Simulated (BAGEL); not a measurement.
# CH7NOSi (SMILES CO[SiH2]N): HF/STO-3G (density fitting with cc-pvqz-jkfit)

Aim: the energy change on altering one bond length of CH7NOSi at HF/STO-3G (density fitting with cc-pvqz-jkfit), from 2 runs. 

The results are computed with BAGEL 1.2.2.

2 further runs of the same task are left out: 2 that didn't finish.

**1. The molecule**

The species is CH7NOSi (11 atoms), meant as a singlet with charge 0. As SMILES, `CO[SiH2]N`. Geometry: relaxed at PBE0-D4/def2-TZVP. This is one conformer, not always the lowest.

Bond lengths: C1–O2 1.407 Å, O2–Si3 1.648 Å, Si3–N4 1.701 Å, C1–H5 1.097 Å, C1–H6 1.091 Å, C1–H7 1.097 Å, Si3–H8 1.488 Å, Si3–H9 1.488 Å, N4–H10 1.007 Å, N4–H11 1.007 Å. Some angles: C1–O2–Si3 122.1°, O2–Si3–N4 112.5°, O2–C1–H5 111.7°, O2–C1–H6 108.5°, O2–C1–H7 111.7°, O2–Si3–H8 108.4°, O2–Si3–H9 108.6°, N4–Si3–H8 108.4°, N4–Si3–H9 108.2°, Si3–N4–H10 120.7°.

**2. A single-point energy at HF/STO-3G (density fitting with cc-pvqz-jkfit)**

Input file calc.json:

```json
{ "bagel" : [

{
  "title" : "molecule",
  "basis" : "sto-3g",
  "df_basis" : "cc-pvqz-jkfit",
  "angstrom" : "true",
  "geometry" : [
    { "atom" : "C", "xyz" : [   -0.655300,    1.711900,    0.500200 ] },
    { "atom" : "O", "xyz" : [   -0.610600,    0.508700,   -0.227100 ] },
    { "atom" : "Si", "xyz" : [    0.533800,   -0.642700,    0.054300 ] },
    { "atom" : "N", "xyz" : [    0.344700,   -2.006900,   -0.943700 ] },
    { "atom" : "H", "xyz" : [    0.258400,    2.302900,    0.362300 ] },
    { "atom" : "H", "xyz" : [   -1.501500,    2.301200,    0.142400 ] },
    { "atom" : "H", "xyz" : [   -0.790700,    1.531800,    1.573800 ] },
    { "atom" : "H", "xyz" : [    0.421900,   -1.079900,    1.472300 ] },
    { "atom" : "H", "xyz" : [    1.874600,   -0.055000,   -0.212100 ] },
    { "atom" : "H", "xyz" : [   -0.403400,   -2.661100,   -0.783300 ] },
    { "atom" : "H", "xyz" : [    0.593600,   -1.968000,   -1.918400 ] }
  ]
},
{
  "title" : "hf"
},
{
  "title" : "print",
  "file" : "orbitals.molden",
  "orbitals" : "true"
}

]}
```

On the command line:

```console
$ BAGEL_NUM_THREADS=1 BAGEL calc.json > calc.out
```

Standard output:

```text
* using 1 threads per process

  ===============================================================
  ===============================================================

  *** Geometry ***

  { "atom" : "C", "xyz" : [     -1.238338,      3.235022,      0.945241 ] },
  { "atom" : "O", "xyz" : [     -1.153867,      0.961304,     -0.429157 ] },
  { "atom" : "Si", "xyz" : [      1.008736,     -1.214527,      0.102612 ] },
  { "atom" : "N", "xyz" : [      0.651389,     -3.792491,     -1.783335 ] },
  { "atom" : "H", "xyz" : [      0.488305,      4.351850,      0.684648 ] },
  { "atom" : "H", "xyz" : [     -2.837424,      4.348638,      0.269097 ] },
  { "atom" : "H", "xyz" : [     -1.494206,      2.894682,      2.974051 ] },
  { "atom" : "H", "xyz" : [      0.797275,     -2.040715,      2.782244 ] },
  { "atom" : "H", "xyz" : [      3.542481,     -0.103935,     -0.400811 ] },
  { "atom" : "H", "xyz" : [     -0.762316,     -5.028750,     -1.480222 ] },
  { "atom" : "H", "xyz" : [      1.121741,     -3.718981,     -3.625251 ] },

  Number of auxiliary basis functions:      823

  Since a DF basis is specified, we compute 2- and 3-index integrals:
    o Being stored without compression. Storage requirement is 0.006 GB

  Number of basis functions:       31
  Number of electrons      :       42

    * METHOD: MOLECULE                             0.72

  *** RHF ***

  === Nuclear Repulsion ===
   180.9155862652

      * DIIS with orbital gradients will be used.

  === RHF iteration (sto-3g) ===
      0       -454.61986953          0.01489319           0.06
      1       -454.68503046          0.00378885           0.06
      2       -454.68968271          0.00077818           0.06
      3       -454.69000270          0.00010361           0.06
      4       -454.69000948          0.00003125           0.06
      5       -454.69001011          0.00000413           0.06
      6       -454.69001012          0.00000081           0.06
      7       -454.69001012          0.00000023           0.06
      8       -454.69001012          0.00000005           0.06
      9       -454.69001012          0.00000001           0.06
     10       -454.69001012          0.00000000           0.06
    * SCF iteration converged.

    * Permanent dipole moment:
           (   -0.028653,    -0.040489,    -0.052525) a.u.

    * METHOD: HF                                   0.77

    * METHOD: PRINT                                0.00

  ===============================================================
```

It took 1.6 s on 1 thread of Arm Neoverse V1, shared host; peak memory 0.083 GiB.

**3. The distorted shape at the same level**

Input file job.json:

```json
{ "bagel" : [

{
  "title" : "molecule",
  "basis" : "sto-3g",
  "df_basis" : "cc-pvqz-jkfit",
  "angstrom" : "true",
  "geometry" : [
    { "atom" : "C", "xyz" : [   -0.779751,    1.692450,    0.987555 ] },
    { "atom" : "O", "xyz" : [   -0.735051,    0.489250,    0.260255 ] },
    { "atom" : "Si", "xyz" : [    0.409349,   -0.662150,    0.541655 ] },
    { "atom" : "N", "xyz" : [    0.220249,   -2.026350,   -0.456345 ] },
    { "atom" : "H", "xyz" : [    0.133949,    2.283450,    0.849655 ] },
    { "atom" : "H", "xyz" : [   -1.625951,    2.281750,    0.629755 ] },
    { "atom" : "H", "xyz" : [   -0.915151,    1.512350,    2.061155 ] },
    { "atom" : "H", "xyz" : [    0.297449,   -1.099350,    1.959655 ] },
    { "atom" : "H", "xyz" : [    1.750149,   -0.074450,    0.275255 ] },
    { "atom" : "H", "xyz" : [   -0.527851,   -2.680550,   -0.295945 ] },
    { "atom" : "H", "xyz" : [    0.593600,   -1.968000,   -1.918400 ] }
  ]
},
{ "title" : "hf" },
{ "title" : "print", "file" : "orbitals.molden", "orbitals" : "true" }

]}
```

On the command line:

```console
$ BAGEL_NUM_THREADS=1 BAGEL job.json > job.out
```

Standard output:

```text
* using 1 threads per process

  ===============================================================
  ===============================================================

  *** Geometry ***

  { "atom" : "C", "xyz" : [     -1.473516,      3.198267,      1.866208 ] },
  { "atom" : "O", "xyz" : [     -1.389045,      0.924549,      0.491811 ] },
  { "atom" : "Si", "xyz" : [      0.773557,     -1.251282,      1.023580 ] },
  { "atom" : "N", "xyz" : [      0.416210,     -3.829247,     -0.862367 ] },
  { "atom" : "H", "xyz" : [      0.253127,      4.315095,      1.605615 ] },
  { "atom" : "H", "xyz" : [     -3.072602,      4.311883,      1.190064 ] },
  { "atom" : "H", "xyz" : [     -1.729385,      2.857927,      3.895018 ] },
  { "atom" : "H", "xyz" : [      0.562097,     -2.077470,      3.703211 ] },
  { "atom" : "H", "xyz" : [      3.307302,     -0.140690,      0.520157 ] },
  { "atom" : "H", "xyz" : [     -0.997494,     -5.065505,     -0.559255 ] },
  { "atom" : "H", "xyz" : [      1.121741,     -3.718981,     -3.625251 ] },

  Number of auxiliary basis functions:      823

  Since a DF basis is specified, we compute 2- and 3-index integrals:
    o Being stored without compression. Storage requirement is 0.006 GB

  Number of basis functions:       31
  Number of electrons      :       42

    * METHOD: MOLECULE                             0.76

  *** RHF ***

  === Nuclear Repulsion ===
   178.9544384219

      * DIIS with orbital gradients will be used.

  === RHF iteration (sto-3g) ===
      0       -454.48280466          0.01638107           0.06
      1       -454.55646502          0.00484746           0.06
      2       -454.56371970          0.00096802           0.06
      3       -454.56421869          0.00023679           0.06
      4       -454.56425477          0.00010732           0.06
      5       -454.56426782          0.00004008           0.06
      6       -454.56426987          0.00001167           0.06
      7       -454.56427002          0.00000174           0.06
      8       -454.56427003          0.00000053           0.06
      9       -454.56427003          0.00000019           0.06
     10       -454.56427003          0.00000004           0.06
     11       -454.56427003          0.00000001           0.06
     12       -454.56427003          0.00000001           0.06
    * SCF iteration converged.

    * Permanent dipole moment:
           (   -0.008684,    -0.055604,    -0.123904) a.u.

    * METHOD: HF                                   0.93

    * METHOD: PRINT                                0.00

  ===============================================================
```

Wall time 1.8 s (1 thread of Arm Neoverse V1, shared host); peak memory 0.083 GiB.

**4. What came out**

At HF/STO-3G (density fitting with cc-pvqz-jkfit):

```
                                                          quantity          value
                                         first shape: total energy  -454.69001 Eh
                                        first shape: dipole moment         0.18 D
                                          first shape: HOMO energy       -8.43 eV
                                          first shape: LUMO energy       13.11 eV
                                        first shape: HOMO–LUMO gap       21.54 eV
                                     distorted shape: total energy  -454.56427 Eh
                                    distorted shape: dipole moment         0.35 D
                                      distorted shape: HOMO energy       -8.19 eV
                                      distorted shape: LUMO energy        8.26 eV
                                    distorted shape: HOMO–LUMO gap       16.45 eV
energy change with the N4–H11 bond stretched from 1.007 to 1.510 Å       3.422 eV
```

With the N4–H11 bond stretched from 1.007 to 1.510 Å the energy rises by 3.42 eV (330 kJ/mol). The first shape isn't relaxed at this level, so the change isn't measured from a minimum. The minimal basis adds a large error of its own.
